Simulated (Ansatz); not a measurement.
# GeH6O4Si: the cost of one run

Computed with Ansatz 0.2.0, Gaussian basis. Level: the settings change from run to run.

### 1 The molecule

The geometry comes from an earlier relaxation with PBE0-D4 in a triple-zeta def2 set; it is a stationary point, not always the lowest conformer.

12 atoms, charge 0, spin multiplicity 1.

Atoms are counted from 1 here; the program's logs count them from 0.

Bond lengths: O1–Si2 1.632 Å, O1–H7 0.958 Å, Si2–O3 1.634 Å, Si2–O4 1.635 Å, Si2–O5 1.617 Å, O3–H8 0.958 Å, O4–H9 0.958 Å, O5–Ge6 1.783 Å, Ge6–H10 1.534 Å, Ge6–H11 1.535 Å, Ge6–H12 1.535 Å. Angles: Si2–O1–H7 116.3°, O1–Si2–O3 106.7°, O1–Si2–O4 106.0°, O1–Si2–O5 115.2°, O3–Si2–O4 114.8°, O3–Si2–O5 105.8°, O4–Si2–O5 108.6°, Si2–O3–H8 116.9°, Si2–O4–H9 116.5°, Si2–O5–Ge6 131.2°, O5–Ge6–H10 104.9°, O5–Ge6–H11 109.1°, O5–Ge6–H12 108.1°, H10–Ge6–H11 111.5°, H10–Ge6–H12 111.4°, H11–Ge6–H12 111.6°.

As a file:

```
O    -1.8937   -0.8645   -0.5300
Si   -0.7535   -0.2914    0.4873
O     0.2569   -1.5346    0.8097
O    -1.5598    0.2908    1.7846
O     0.1755    0.8869   -0.1150
Ge    1.6656    0.8251   -1.0926
H    -2.7224   -0.3843   -0.5534
H    -0.1432   -2.3938    0.9482
H    -1.0907    0.9215    2.3320
H     1.7642    2.2080   -1.7495
H     1.5318   -0.2882   -2.1413
H     2.8464    0.5696   -0.1460
```

### 2 B97M-V/def2-TZVP

Options: charge +1, multiplicity 2.

File in.yaml:

```yaml
crystal:
  periodic: [false, false, false]
  atoms:
    - {symbol: O, position_ang: [-1.893729, -0.864539, -0.529983]}
    - {symbol: Si, position_ang: [-0.753543, -0.291443, 0.487332]}
    - {symbol: O, position_ang: [0.256915, -1.534632, 0.809678]}
    - {symbol: O, position_ang: [-1.559812, 0.290767, 1.784606]}
    - {symbol: O, position_ang: [0.175497, 0.886920, -0.114978]}
    - {symbol: Ge, position_ang: [1.665590, 0.825099, -1.092634]}
    - {symbol: H, position_ang: [-2.722362, -0.384317, -0.553445]}
    - {symbol: H, position_ang: [-0.143213, -2.393848, 0.948242]}
    - {symbol: H, position_ang: [-1.090674, 0.921490, 2.331974]}
    - {symbol: H, position_ang: [1.764173, 2.208012, -1.749522]}
    - {symbol: H, position_ang: [1.531759, -0.288239, -2.141295]}
    - {symbol: H, position_ang: [2.846399, 0.569630, -0.145974]}
basis:
  gaussian: {orbitals: def2-TZVP}
total_charge: 1
magnetization: {spin_polarized: true, initial_magnetization: 1}
hamiltonian: {xc: {name: B97M-V}}
```

The run is started by

```sh
$ ansatz run in.yaml --threads 4 --pin off --events-out ev --progress --plain --max-ram 11315MiB
```

Q: Estimate wall time and peak memory on 4 threads of Intel Xeon 6975P-C, shared host.

About 26 s, with a peak of 1.1 GiB.
